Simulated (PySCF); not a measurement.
# [LuCl4]−: other functionals and bases at one geometry

An exercise on one series of results from a longer session: the logs are not shown, and one member is left open.

Program: PySCF 2.14.0. Level of theory: several levels, as the steps say, no spin–orbit coupling. These are calculated values, not measurements.

1 further run of the same task is left out (for a known fault of the program).

### Where the work starts

5 atoms, charge -1, spin multiplicity 1.

Bond lengths: Lu1–Cl2 2.477 Å, Lu1–Cl3 2.477 Å, Lu1–Cl4 2.477 Å, Lu1–Cl5 2.477 Å. Angles: Cl2–Lu1–Cl3 109.5°, Cl2–Lu1–Cl4 109.5°, Cl2–Lu1–Cl5 109.5°, Cl3–Lu1–Cl4 109.5°, Cl3–Lu1–Cl5 109.5°, Cl4–Lu1–Cl5 109.5°.

Coordinates:

```
Lu    0.00000    0.00000    0.00000
Cl    1.43029    1.43029    1.43029
Cl   -1.43029   -1.43029    1.43029
Cl    1.43029   -1.43029   -1.43029
Cl   -1.43029    1.43029   -1.43029
```

Formal oxidation states: Lu +3. Each metal's 14 4f electrons lie in its core potential, so multiplicities, spins and levels count the valence alone. An earlier session relaxed this geometry at PBE0, Lu lcecp-1-SVP with ECP60, Cl def2-SVP (singlet, point group Td).

At PBE0 on the finer grid: E = -1880.073641 Eh, HOMO -4.48 eV, LUMO 3.67 eV, Mulliken charge on Lu1 +0.67 e, largest force component 0.006 eV/Å. 

Levels to run: M06-L; PBE; PBE0, TZVP. Hardware: 2 threads of Arm Neoverse V1, shared host.

The first run:

File run.py (the lines that set the calculation):

```python
mol = gto.M(atom='''
Lu     0.00000     0.00000     0.00000
Cl     1.43029     1.43029     1.43029
Cl    -1.43029    -1.43029     1.43029
Cl     1.43029    -1.43029    -1.43029
Cl    -1.43029     1.43029    -1.43029''',
    basis={'Lu': 'lcecp-1-SVP', 'Cl': 'def2-SVP'},
    ecp={'Lu': 'lcecp-1-SVP'},
    charge=-1, spin=0)
mf = dft.RKS(mol, xc='M06L')
mf.grids.atom_grid = (75, 302)  # f atoms: unpruned, at least (60, 302)
mf = mf.density_fit()  # fitting sets: Lu AutoAux, Cl def2-universal-JKFIT
mf.conv_tol = 1e-08; mf.max_cycle = 55
mf.kernel(dm0)  # dm0: the density of the relaxed state
```

Launch:

```bash
$ OMP_NUM_THREADS=2 python run.py
```

Steps of the session up to this table: M06-L; PBE; PBE0, TZVP.

One of the session's tables, all rows but one given; the rest of the session is left out.

```
              level  HOMO (eV)  gap (eV)  charge on Lu1 (e)  largest force component (eV/Å)
PBE0 (relaxed here)      -4.48      8.15               0.67                            0.01
              M06-L      -3.41      7.08               0.93                            0.06
                PBE          ?         ?                  ?                               ?
         PBE0, TZVP      -4.73      8.26               1.25                            0.00
```

Estimate the missing values for PBE.

**Answer.** HOMO (eV): -3.02; gap (eV): 6.12; charge on Lu1 (e): 0.46; largest force component (eV/Å): 0.04. In the column «HOMO (eV)» it is the highest.

In one basis the HOMO–LUMO gap runs from 6.12 eV (PBE) to 8.15 eV (PBE0). The largest leftover force, 0.06 eV/Å with M06-L, stands at a geometry relaxed at another level. With 4f in the core, its levels are missing from HOMO and gap, and its count is fixed, so no charge can pass from the ligands into it. Total energies of different levels can't be compared.
